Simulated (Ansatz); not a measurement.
**GeH2 (singlet): wave-function methods side by side at scale of all distances = 1.275, cc-pVDZ**

Aim: climb from Hartree-Fock through coupled cluster and multireference methods for GeH2 (singlet) at one geometry and basis, and see what each rung misses.

Computed with Ansatz 0.2.0, Gaussian basis. Level: cc-pVDZ, core rule «outside noble gas», up to 14 orbitals frozen.

To be run: UHF; CCSD(T) on RHF; BCCD(T) on RHF; CISD; CCSDT(Q) on RHF; CISDTQ; CCSDTQ on RHF; CASSCF and MRCISD+Q, 2 electrons in 2 orbitals; CASSCF and NEVPT2, 2 electrons in 2 orbitals; CASSCF and MRCISD+Q, 6 electrons in 6 orbitals; CASSCF and NEVPT2, 6 electrons in 6 orbitals; Full CI.

17 further runs of the same task are left out: 3 for a mislabelled method, 11 that didn't finish, 3 set aside as unsound or not needed.

### 1 The geometry

The geometry derives from a PBE0/def2-TZVP stationary point (not a proven minimum). All distances are scaled together. No spin-orbit coupling is included. The filled d shell of Ge may be among the frozen orbitals whatever the setting's name suggests; the logs give the count.

3 atoms, charge 0, spin multiplicity 1.

Atoms are counted from 1 here; the program's logs count them from 0.

No contacts short enough for the rule that draws bonds.

### 2 UHF

Contents of in.yaml:

```yaml
crystal:
  periodic: [false, false, false]
  atoms:
    - {symbol: Ge, position_ang: [0.000000, -0.038588, 0.000000]}
    - {symbol: H, position_ang: [0.000000, 1.390494, -1.445198]}
    - {symbol: H, position_ang: [0.000000, 1.390489, 1.445204]}
basis:
  gaussian: {orbitals: cc-pVDZ}
magnetization: {spin_polarized: true, initial_magnetization: 0}
hamiltonian: {xc: hf}
output: {orbitals: {seedname: orbitals}}
```

Command:

```console
ansatz run in.yaml --threads 1 --pin off --events-out ev --progress --plain --max-ram 2393MiB
```

After this run come: CCSD(T) on RHF; BCCD(T) on RHF; CISD; CCSDT(Q) on RHF; CISDTQ; CCSDTQ on RHF; CASSCF and MRCISD+Q, 2 electrons in 2 orbitals; CASSCF and NEVPT2, 2 electrons in 2 orbitals; CASSCF and MRCISD+Q, 6 electrons in 6 orbitals; CASSCF and NEVPT2, 6 electrons in 6 orbitals; Full CI.

Before running them: what should the planned runs give, taken together? Wanted: FCI below the RHF energy; RMP2 from FCI; RCCSD from FCI; RCCSD(T) from FCI; RCCSDT(Q) from FCI; NEVPT2 pair from FCI; MRCISD+Q pair from FCI; NEVPT2 valence from FCI; T1 diagnostic.

The runs gave:

```
                         quantity                                                                    value
         FCI below the RHF energy                                                               -3.3799 eV
                    RMP2 from FCI                                                          +22.90 kcal/mol
                   RCCSD from FCI                                                           +2.54 kcal/mol
                RCCSD(T) from FCI                                                           +0.59 kcal/mol
               RCCSDT(Q) from FCI                                                           +0.01 kcal/mol
             NEVPT2 pair from FCI                                                          +18.42 kcal/mol
           MRCISD+Q pair from FCI                                                           -1.20 kcal/mol
          NEVPT2 valence from FCI                                                          +10.06 kcal/mol
levels within 1 kcal/mol (43 meV)  RCCSD(T), BCCD(T), RCCSDT, CISDTQ, RCCSDT(Q), RCCSDTQ, MRCISD+Q valence
                    T1 diagnostic                                                                    0.022
   effectively unpaired electrons                                                                     0.15
```

**Reading.** RCCSD(T) lands +0.59 kcal/mol from the yardstick (0.8 % of the correlation energy). MRCISD+Q pair falls below full CI: the +Q correction isn't variational, and the cores differ from full CI's. One determinant dominates. Of the multireference levels listed MRCISD+Q valence comes nearest in total energy (+0.18 kcal/mol), which doesn't show that its space is the better one. These misses are within one basis, not against nature.
